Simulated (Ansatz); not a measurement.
**FH₇OSi₃: small, medium and large basis sets**

An exercise on one series of results from a longer session: the logs are not shown, and one member is left open.

Method: one geometry, several basis sets; program: Ansatz 0.2.0, Gaussian basis.

Plan: PBE0-D4/def2-SVP; ωB97M-V/def2-SVP; PBE0-D4/def2-QZVPP; ωB97M-V/def2-QZVPP; the functionals' def2-TZVPP values are taken from earlier runs.

### Structure used throughout

The geometry comes from an earlier relaxation with PBE0-D4 in a triple-zeta def2 set; it is a stationary point, not always the lowest conformer.

SMILES `O[SiH](F)[SiH2][SiH3]`, 12 atoms, charge 0, spin multiplicity 1.

Atoms are counted from 1 here; the program's logs count them from 0.

Bond lengths: O1–Si2 1.636 Å, O1–H6 0.958 Å, Si2–F3 1.604 Å, Si2–Si4 2.346 Å, Si2–H7 1.480 Å, Si4–Si5 2.339 Å, Si4–H8 1.490 Å, Si4–H9 1.492 Å, Si5–H10 1.487 Å, Si5–H11 1.488 Å, Si5–H12 1.486 Å. Angles: Si2–O1–H6 118.6°, O1–Si2–F3 110.1°, O1–Si2–Si4 113.3°, O1–Si2–H7 105.3°, F3–Si2–Si4 106.4°, F3–Si2–H7 107.3°, Si4–Si2–H7 114.4°, Si2–Si4–Si5 110.9°, Si2–Si4–H8 108.8°, Si2–Si4–H9 108.8°, Si5–Si4–H8 110.4°, Si5–Si4–H9 109.9°, H8–Si4–H9 108.0°, Si4–Si5–H10 110.8°, Si4–Si5–H11 109.5°, Si4–Si5–H12 109.7°, H10–Si5–H11 108.8°, H10–Si5–H12 109.1° and more.

The first run:

in.yaml

```yaml
crystal:
  periodic: [false, false, false]
  atoms:
    - {symbol: O, position_ang: [-3.018632, -0.211263, 0.233437]}
    - {symbol: Si, position_ang: [-1.479480, -0.279130, 0.783857]}
    - {symbol: F, position_ang: [-1.204530, 0.928762, 1.802784]}
    - {symbol: Si, position_ang: [0.122836, -0.087254, -0.918576]}
    - {symbol: Si, position_ang: [2.266771, 0.178023, -0.022790]}
    - {symbol: H, position_ang: [-3.250328, 0.472139, -0.397309]}
    - {symbol: H, position_ang: [-1.397069, -1.536526, 1.560844]}
    - {symbol: H, position_ang: [0.064748, -1.307258, -1.772642]}
    - {symbol: H, position_ang: [-0.219670, 1.088414, -1.771736]}
    - {symbol: H, position_ang: [3.289428, 0.215977, -1.102017]}
    - {symbol: H, position_ang: [2.570781, -0.960950, 0.884513]}
    - {symbol: H, position_ang: [2.332045, 1.443667, 0.753635]}
basis:
  gaussian: {orbitals: def2-SVP}
hamiltonian: {xc: pbe0, dispersion: d4}
output: {orbitals: {seedname: orbitals}}
```

Steps of the session up to this table: PBE0-D4 in def2-SVP; ωB97M-V in def2-SVP; PBE0-D4 in def2-QZVPP; ωB97M-V in def2-QZVPP.

One table of the session follows, with a row left open; its other results are not shown here.

It belongs to the step «Functionals by basis». 

| functional | basis | HOMO (eV) |
| --- | --- | --- |
| PBE0-D4 | def2-SVP | -7.91 |
| PBE0-D4 | def2-TZVPP | -7.93 |
| PBE0-D4 | def2-QZVPP | -7.95 |
| ωB97M-V | def2-SVP | ? |
| ωB97M-V | def2-TZVPP | -9.93 |
| ωB97M-V | def2-QZVPP | -9.95 |

**Question.** Estimate the row for ωB97M-V, def2-SVP.

The run gave: HOMO (eV): -9.88. In the column «HOMO (eV)» it lies between ωB97M-V, def2-TZVPP (-9.93) and PBE0-D4, def2-QZVPP (-7.95).
